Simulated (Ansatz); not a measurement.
# GeAsH₃+ (doublet): from Hartree-Fock to the top rungs, cc-pVDZ

An exercise on one series of results from a longer session: the logs are not shown, and one member is left open.

Computed with Ansatz 0.2.0, Gaussian basis. Level: cc-pVDZ, core rule «outside noble gas», up to 28 orbitals frozen.

To be run: UHF; CCSD(T) on ROHF; CCSD(T) on UHF; BCCD(T) on ROHF; CISD as a restricted active space (open shells left free, so some higher excitations enter); CCSDT(Q) on ROHF; CCSDT(Q) on UHF.

22 further runs of the same task are left out: 9 that didn't finish, 13 set aside as unsound or not needed. Runs told in other sessions of the task aren't counted.

### What is computed

The geometry is a PBE0/def2-TZVP stationary point (not a proven minimum) of the parent state, kept for this charge and spin. No spin-orbit coupling is included. The filled d shell of Ge, As may be among the frozen orbitals whatever the setting's name suggests.

5 atoms, charge 1, spin multiplicity 2.

Atoms are counted from 1 here; the program's logs count them from 0.

Bond lengths: Ge1–As2 2.423 Å, Ge1–H3 1.552 Å, Ge1–H4 1.552 Å, As2–H5 1.526 Å. Angles: As2–Ge1–H3 109.8°, As2–Ge1–H4 109.8°, H3–Ge1–H4 106.6°, Ge1–As2–H5 93.8°.

Set-up of the first run:

Input file in.yaml:

```yaml
crystal:
  periodic: [false, false, false]
  atoms:
    - {symbol: Ge, position_ang: [0.000000, -0.056595, 1.214134]}
    - {symbol: As, position_ang: [0.000000, 0.056163, -1.206338]}
    - {symbol: H, position_ang: [-1.244560, 0.682142, 1.773873]}
    - {symbol: H, position_ang: [1.244554, 0.682153, 1.773873]}
    - {symbol: H, position_ang: [0.000006, -1.460284, -1.378912]}
basis:
  gaussian: {orbitals: cc-pVDZ}
total_charge: 1
magnetization: {spin_polarized: true, initial_magnetization: 1}
hamiltonian: {xc: hf}
output: {orbitals: {seedname: orbitals}}
```

Started as:

```
> ansatz run in.yaml --threads 1 --pin off --events-out ev --progress --plain --max-ram 2393MiB
```

Steps of the session up to this table: UHF; CCSD(T) on ROHF; CCSD(T) on UHF; BCCD(T) on ROHF; CISD as a restricted active space (open shells left free, so some higher excitations enter); CCSDT(Q) on ROHF; CCSDT(Q) on UHF.

One table of the session follows, with a row left open; its other results are not shown here.

It belongs to the step «Misses and costs». 

```
   method  from UCCSDT(Q) (kJ/mol)
     ROHF                   +578.3
      UHF                   +559.0
     RMP2                   +129.1
     UMP2                   +141.3
     CISD                    +72.3
    RCCSD                    +23.9
    UCCSD                    +24.3
 RCCSD(T)                     +5.6
 UCCSD(T)                     +6.5
  BCCD(T)                     +5.6
   RCCSDT                        ?
   UCCSDT                     +1.3
RCCSDT(Q)                     +0.3
UCCSDT(Q)                        0
```

Estimate the missing values for RCCSDT.

As computed: from UCCSDT(Q) (kJ/mol): +1.4. In the column «from UCCSDT(Q) (kJ/mol)» it lies between UCCSDT (+1.3) and RCCSD(T) (+5.6).

Limits of these values: Restricted and unrestricted rows rest on different reference determinants; a gap between their highest levels can come from leftover correlation error, from unlike frozen cores or from another state.
